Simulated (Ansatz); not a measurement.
# C2H6BCl: rigid scan of one bond length

How does the energy of C2H6BCl change as one bond is stretched? Aim: a rigid scan of one bond length, for C2H6BCl, run from a script. SMILES: BC(C)Cl.

All numbers are computed with Ansatz 0.2.0, driven from Python. Level of theory: Hartree-Fock/cc-pVDZ.

## 1. The structure

Bond lengths: B1–C2 1.542 Å, C2–C3 1.498 Å, C2–Cl4 1.709 Å, B1–H5 1.216 Å, B1–H6 1.217 Å, C2–H7 1.120 Å, C3–H8 1.113 Å, C3–H9 1.149 Å, C3–H10 1.142 Å. Angles (14 of 15 angles, heavy atoms first): B1–C2–C3 109.6°, B1–C2–Cl4 111.6°, C3–C2–Cl4 108.9°, B1–C2–H7 108.6°, C3–C2–H7 108.5°, Cl4–C2–H7 109.6°, C2–B1–H5 121.6°, C2–B1–H6 122.8°, C2–C3–H8 112.0°, C2–C3–H9 113.7°, C2–C3–H10 111.9°, H5–B1–H6 115.2°, H8–C3–H9 109.8°, H8–C3–H10 103.7°.

The script holds or builds the structure itself.

## 2. The code

scan_c2h6bcl.py reads:

```python
import ansatz as az
import numpy as np

geometry_ang = [
    ("B", (-0.5116, 1.2491, -0.3438)),
    ("C", (-0.2152, -0.2564, -0.5)),
    ("C", (0.6671, -0.7148, 0.6205)),
    ("Cl", (-1.6505, -1.1835, -0.4906)),
    ("H", (-0.2544, 2.0442, -1.2275)),
    ("H", (-1.122, 1.7064, 0.6041)),
    ("H", (0.3274, -0.4149, -1.4669)),
    ("H", (0.9771, -1.7764, 0.4997)),
    ("H", (0.2092, -0.5603, 1.6624)),
    ("H", (1.656, -0.1446, 0.6452)),
]
system = az.Crystal.molecule()
for symbol, xyz in geometry_ang:
    system = system.atom(symbol, xyz)

symbols = [site.symbol for site in system.cartesian_sites]
start = np.array([site.position_ang for site in system.cartesian_sites])
axis = (start[4] - start[0]) / np.linalg.norm(start[4] - start[0])
moving = [4]
lengths, energies = [1.07, 1.119, 1.168, 1.216, 1.265, 1.314, 1.362, 1.435], []
for length in lengths:
    xyz = start.copy()
    xyz[moving] += (length - np.linalg.norm(start[4] - start[0])) * axis
    point = az.Crystal.molecule()
    for symbol, place in zip(symbols, xyz):
        point = point.atom(symbol, place.tolist())
    calc = (
        point.calculation()
        .basis(gaussian="cc-pVDZ")
        .functional("HF")
    )
    data = calc.run(threads=1, pin="off").report
    energies.append(data["free_energy_ev"])
    print(f"r = {length:6.3f} A  E = {energies[-1]:.5f} eV  <S^2> = {abs(data['mean_field']['state']['spin_squared']):.3f}")

fit = np.polynomial.Polynomial.fit(lengths, np.array(energies) - min(energies), 4).convert()
roots = [r.real for r in fit.deriv().roots() if abs(r.imag) < 1e-9 and fit.deriv(2)(r.real) > 0]
r_e = min(roots, key=lambda r: abs(r - lengths[int(np.argmin(energies))]))
print(f"minimum of the fit at {r_e:.4f} A, force constant {fit.deriv(2)(r_e):.2f} eV/A^2")
```

## 3. The run

Started as:

```bash
$ python scan_c2h6bcl.py
```

**Question.** What results will this script give? Wanted: range of energy; lowest point, distance.

As calculated:

| quantity | value |
| --- | --- |
| bond length at the fit's minimum | 1.2015 Å |
| runs compared | 8 |
| range of energy | 0.472 eV |
| lowest point, distance (Å) | 1.22 |

In words: The curve has its lowest point inside the range, at 1.22. The ends stand 0.267 and 0.472 eV above it. The distance scanned is the script's pair 0, 4. What to keep in mind:
- The rest of the molecule is held rigid at a force-field or estimated start geometry, and the basis set is modest; single-reference methods fail as a bond breaks.
- The orbitals are restricted, so S² is zero by construction.
